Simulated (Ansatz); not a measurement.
The system is Sr2SO.

```
Sr S O
1.0
     4.04324    0.00000    0.00000
     0.00000    4.04324    0.00000
     0.00000    0.00000    5.71800
Sr S O
2 1 1
Cartesian
  2.0216 2.0216 2.8590
  0.0000 0.0000 0.0000
  0.0000 0.0000 2.8590
  2.0216 2.0216 0.0000
```

The cell comes from a database or a generator and needn't be the stable form of this composition.

Base run:

| Property | Result |
| --- | --- |
| Program | Ansatz 0.2.0 |
| Functional | HSE06 form with a typed share of exact exchange |
| Potentials or basis | Ansatz PAW |
| Cutoff | 420 eV (not typed: the program's choice for these potentials) |
| k mesh | 4 × 4 × 3 |
| Occupations | fermi-dirac, width 0.05 eV |
| Spin | no spin polarisation |

Its results: band gap on the k mesh 3.44 eV, direct; pressure -1.2 GPa.

Question: The run is repeated on the same cell with these changes: share of exact exchange from 0.25 to 0.4. What comes out?

Answer: Band gap on the k mesh 4.22 eV, direct; pressure -1.7 GPa.

Caveats: odd divisions of the mesh miss points on the zone boundary, where band edges often lie, so the gap on the mesh can be too wide; the PAW data sets come from PBE, with cores solved anew for the run's functional, which leaves a small shift of forces and pressure; the thresholds are loose for stress.

A k mesh can miss the band edges.
